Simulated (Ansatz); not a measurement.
# AlBrFH, SMILES [F][AlH][Br]: a relaxed scan of one distance

With the Ansatz DFT code, driven from Python.

Contents of `albrfh.xyz`:
```text
4

F     0.89920   -0.87330    1.43210
Al    0.10960    0.09670    0.06350
Br   -1.69200   -0.84780   -1.21120
H     0.73860    1.56410   -0.30470
```

Typed at the interpreter:
```pycon
>>> from dataclasses import dataclass
>>> import ansatz as az
>>> import numpy as np
>>> @dataclass(frozen=True)
... class Settings:
...     basis_set: str = 'def2-SVP'
...     functional: str = 'pbe'
...     vdw: str = 'd4'
...
>>> opts = Settings()
>>> mol = az.Crystal.molecule_from_extxyz('albrfh.xyz')
>>> job = (
...     mol.calculation()
...     .basis(gaussian=opts.basis_set)  # the orbital basis, by name
...     .functional(opts.functional, dispersion=opts.vdw)
... )
>>> symbols = [site.symbol for site in mol.cartesian_sites]
>>> pairs = [(0, 1), (1, 2), (1, 3)]
>>> print('held (A)   E (eV)        ', '  '.join(f'{symbols[i]}{i}-{symbols[j]}{j}' for i, j in pairs))
held (A)   E (eV)         F0-Al1  Al1-Br2  Al1-H3
>>> for length in [1.71, 1.85, 2.0, 2.22, 2.5]:
...     data = job.relax(constraints=[az.DistanceConstraint((0, 1), at=length)], force_tolerance=0.02, max_steps=60).run().report
...     xyz = np.array(data['positions_ang'])
...     print(f'{length:6.2f} {data["free_energy_ev"]:14.5f}  ', '  '.join(f'{np.linalg.norm(xyz[i] - xyz[j]):.3f}' for i, j in pairs))
...
DeckWarning: relax.constraints: the input's atoms, or those drawn, lie off the distances that are held; a relaxation that starts there is brought onto them ahead of its first SCF, by positions alone, an atom by 7.20e-2 Å at the most. With the symmetry detection on, the symmetry is detected on the input's atoms as so brought (as typed, where only the drawn atoms reach the distances), and notices that speak of the structure as typed mean those atoms
  1.71   -79350.33037   1.710  2.252  1.578
  1.85   -79350.01156   1.850  2.247  1.577
  2.00   -79349.43033   2.000  2.242  1.576
  2.22   -79348.45765   2.220  2.236  1.576
  2.50   -79347.29699   2.500  2.231  1.576
```

What to keep in mind:
- Total energies depend on the basis set; only differences at equal settings carry meaning.
- Warnings are shown shortened and without file and line.
- The energies are electronic: no zero-point or thermal terms, and the basis set is short of its limit.
- Timing: 37 s on 1 thread of Arm Neoverse V1, on a shared host, peak memory 0.21 GiB.
